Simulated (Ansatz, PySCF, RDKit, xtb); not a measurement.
# Solving CH4ClGe−, step by step

Only the formula CH4ClGe− is given (charge -1). Aim: find the structure of lowest free energy at 298.15 K, then its properties.

Plan: many cheap relaxations first (GFN2-xTB), then density-functional screening, relaxation at r2SCAN-D4/def2-SVPD, vibrations and a final energy. The numbers are computed, not measured.

7 further runs of the same task are left out: 7 set aside as unsound or not needed.

### Step 1. Candidates

All bonding patterns within simple valence rules are listed by program: one Lewis structure each, at most two rings and one unusual centre or charged pair. O–O, O–halogen and N–halogen bonds and N–N–N chains are not drawn. That gives 4 candidates.

```csv
label,SMILES,spin
c028,Cl[CH2][GeH2-],singlet
c358,Cl[CH-][GeH3],singlet
c511,[CH2-][GeH2][Cl],singlet
c853,[CH3][GeH-][Cl],singlet
```

Candidates are built by distance geometry, with a force field where one applies, in up to four conformers (letters a to d). 6 starts with atoms placed at random are added, to find patterns that the rules miss.

Q: Predict the outcome of this search (final energies at CCSD(T)/def2-SVPD + MP2/def2-TZVPPD - MP2/def2-SVPD).

| quantity | value |
| --- | --- |
| lowest structure found | [CH3][GeH-][Cl], singlet, C1 |
| next finalist | [CH2-][GeH2][Cl], singlet, 25.0 kcal/mol higher in G |
| share at equilibrium, among the finalists | 100.0 % |
| harmonic wavenumbers, lowest and highest (r2SCAN-D4/def2-SVPD) | 145 and 3105 cm⁻¹ |
| rotational constants, same geometry | 0.2975, 0.1035, 0.07982 cm⁻¹ |
| HOMO energy (PBE0/def2-TZVPD) | -0.79 eV |
| LUMO energy (PBE0/def2-TZVPD) | 3.94 eV |
| HOMO–LUMO gap (to an unbound level, set by the basis) (PBE0/def2-TZVPD) | 4.73 eV |
| lowest excitation (TD-B3LYP/def2-SVPD) | 3.75 eV (f = 0.094) |
| strongest of the states computed, same level | 4.59 eV (f = 0.150) |
| lowest triplet excitation, same level, Tamm-Dancoff | 3.04 eV |
| vertical detachment energy | 2.69 eV |
| vertical triplet less singlet | +2.97 eV |

`[CH3][GeH-][Cl]` comes out lowest. The margin of 25.0 kcal/mol over the next finalist is beyond the usual error of the last level; it says nothing of structures that weren't ranked. GFN2-xTB, HF/STO-3G, r2SCAN-D4/def2-SVPD, r2SCAN-D4/def2-SVPD, relaxed, HF/def2-SVPD and MP2/def2-SVPD already put its bonding pattern lowest among the structures in one piece. In an anion, excitations above the detachment energy lie in the continuum and hang on the basis, so they needn't be bound states. Lowest found is not proven lowest: the search is finite, and each finalist counts with one conformer. Patterns outside the rules of the enumeration were met only by chance.
